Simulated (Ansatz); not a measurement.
# LaB6: the cost of one run

Computed with Ansatz 0.2.0 (DFT PBEsol, scalar-relativistic, plane waves, PAW, unless a step's input says otherwise).

### 1 Starting point

Symmetry: Pm-3m, No. 221, cubic system. Conventional cell: a = 4.157 Å, b = 4.157 Å, c = 4.157 Å, α = 90.00°, β = 90.00°, γ = 90.00°. La (site symmetry m-3m) has 24 B at 3.05 Å as nearest neighbours. B (site symmetry 4mm) has 5 B at 1.64 to 1.78 Å as nearest neighbours.

As a file:

```xyz
7
Lattice="4.1570 0.0000 0.0000 0.0000 4.1570 0.0000 0.0000 0.0000 4.1570" Properties=species:S:1:pos:R:3 pbc="T T T"
La    0.0000    0.0000    0.0000
B     0.8210    2.0785    2.0785
B     2.0785    0.8210    2.0785
B     3.3360    2.0785    2.0785
B     2.0785    3.3360    2.0785
B     2.0785    2.0785    0.8210
B     2.0785    2.0785    3.3360
```

The structure comes from the Crystallography Open Database.

(A quick probe on a coarse mesh, which set the mesh and smearing, is not shown.)

### 3 The relaxation

The input, input.yaml:

```yaml
crystal:
  lattice:
    - [4.157, 0.0, 0.0]
    - [0.0, 4.157, 0.0]
    - [0.0, 0.0, 4.157]
  atoms:
    - { symbol: La, position: [0.0, 0.0, 0.0] }
    - { symbol: B, position: [0.1975, 0.5, 0.5] }
    - { symbol: B, position: [0.5, 0.1975, 0.5] }
    - { symbol: B, position: [0.8025, 0.5, 0.5] }
    - { symbol: B, position: [0.5, 0.8025, 0.5] }
    - { symbol: B, position: [0.5, 0.5, 0.1975] }
    - { symbol: B, position: [0.5, 0.5, 0.8025] }
basis:
  ecutwfc: 420
kpoints:
  mp_grid: { grid: [8, 8, 8] }
hamiltonian:
  xc: pbesol
scf:
  occupations: { method: gaussian, width: 0.1 }
output:
  forces: true
  stress: true
  eigenvalues: true
  write_density: true
  write_potential: true
  elf: true
  volumetric_format: npy
relax:
  adjacent_minimum: "off"
  f_tol: 0.005
  max_steps: 80
  cell: { stress_tol: 0.05 }
```

Launch:

```
$ ansatz run input.yaml --threads 4 --pin off --max-ram 10240MiB --backend cpu --events-out ev --progress --plain --runs-dir out
```

Q: Estimate wall time and peak memory on 4 threads of Arm Neoverse V1, shared host.

About 6.6 s, with a peak of 0.42 GiB.
